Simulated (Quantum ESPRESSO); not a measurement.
Crystal: TaTe.

```
Ta Te
1.0
     3.42009    0.00000    0.00000
     0.00000    3.42009    0.00000
     0.00000    0.00000    3.42009
Ta Te
1 1
Cartesian
  1.7100 1.7100 1.7100
  0.0000 0.0000 0.0000
```

The cell was built by a generator and needn't be a form met in nature.

* Program: Quantum ESPRESSO 7.5
* Task: phonons
* Functional: PBEsol
* Potentials or basis: PseudoDojo 0.4.1 SR PBEsol standard
* Cutoff: 1088 eV
* Density cutoff: 4354 eV
* k mesh: 10 × 10 × 10
* Occupations: fermi-dirac, width 0.05 eV
* Spin: no spin polarisation
* Mixing beta: 0.5
* Most SCF iterations: 120
* SCF threshold: 4e-10 Ry

**Question.** What is the highest optical frequency at the zone centre?

**Answer.** 117 cm⁻¹, a mode of symmetry T1u (IR).

Optical modes at Γ, degenerate ones joined:
```csv
cm⁻¹,components,symmetry,active in
117,3,T1u,IR
```

Caveat: the cell is more than 3 GPa from zero pressure, which shifts response properties.
